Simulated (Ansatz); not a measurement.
What does this script print? It uses Ansatz 0.2.0, Python API.

The script, `run_cas.py`:
```python
'''Active-space calculation on AsH5Si.'''

from dataclasses import dataclass
import logging
import sys

import ansatz

logging.basicConfig(stream=sys.stdout, format='%(levelname)s:%(name)s:%(message)s')
log = logging.getLogger('calc')
log.setLevel(logging.INFO)


@dataclass
class Settings:
    basis_set: str = 'def2-SVP'


cfg = Settings()


def main() -> None:
    geometry_ang = [
        ('Si', [-0.5515, -0.5419, -0.371]),
        ('As', [0.9199, 0.2089, 1.217]),
        ('H', [-1.9721, -0.5771, 0.2045]),
        ('H', [-0.1296, -1.8109, -0.8869]),
        ('H', [-0.6176, 0.4555, -1.5144]),
        ('H', [0.3749, 1.6912, 1.1689]),
        ('H', [2.0372, 0.5064, 0.1362]),
    ]
    mol = ansatz.Crystal.molecule()
    for symbol, xyz in geometry_ang:
        mol = mol.atom(symbol, xyz)

    calculation = (
        mol.calculation()
        .basis(gaussian=cfg.basis_set)
        .correlation(active_electrons=6, active_orbitals=6)
    )
    for method in [None, 'sc_nevpt2']:
        summary = (calculation if method is None else calculation.correlation(method)).run().report
        space = summary['configurations']
        state = space['states'][0]
        print(method or 'casscf', f'total {summary["free_energy_ev"] / 27.211386246:.6f} Ha, active-space state {state["energy"]["hartree"]:.6f} Ha, mean field {summary["reference_energy_ev"] / 27.211386246:.6f} Ha')
        print('  determinants', state['n_determinants'], ' natural occupations', [round(n, 3) for n in space['natural_occupations']])


if __name__ == '__main__':
    main()
```

`python run_cas.py` gives:
```text
casscf total -2525.706571 Ha, active-space state -2525.706571 Ha, mean field -2525.658540 Ha
  determinants 400  natural occupations [1.979, 1.972, 1.965, 0.033, 0.03, 0.021]
RunWarning: the results are in doubt because another end's mean lies 0.110 eV lower, and its corrected mean 0.030 eV higher
sc_nevpt2 total -2526.008693 Ha, active-space state -2525.702513 Ha, mean field -2525.658540 Ha
  determinants 400  natural occupations [1.984, 1.969, 1.965, 0.035, 0.034, 0.013]
```
(Warnings from the package without file and line.)

Caveats:
- Total energies depend on the basis set; only differences at equal settings carry meaning.
- The geometry is a force-field or estimated start, not a minimum of this method, and the basis set is short of its limit. The active space starts as a window about the frontier orbitals and is then optimised, not chosen by chemistry.
- A lower CASSCF solution was found and passed over, so the printed active-space state isn't the lowest.
- It ran for 77 s on 1 thread of Arm Neoverse N1, on a shared host, peak memory 0.24 GiB.

(Lines on the test bed's own set-up are left out of the output.)
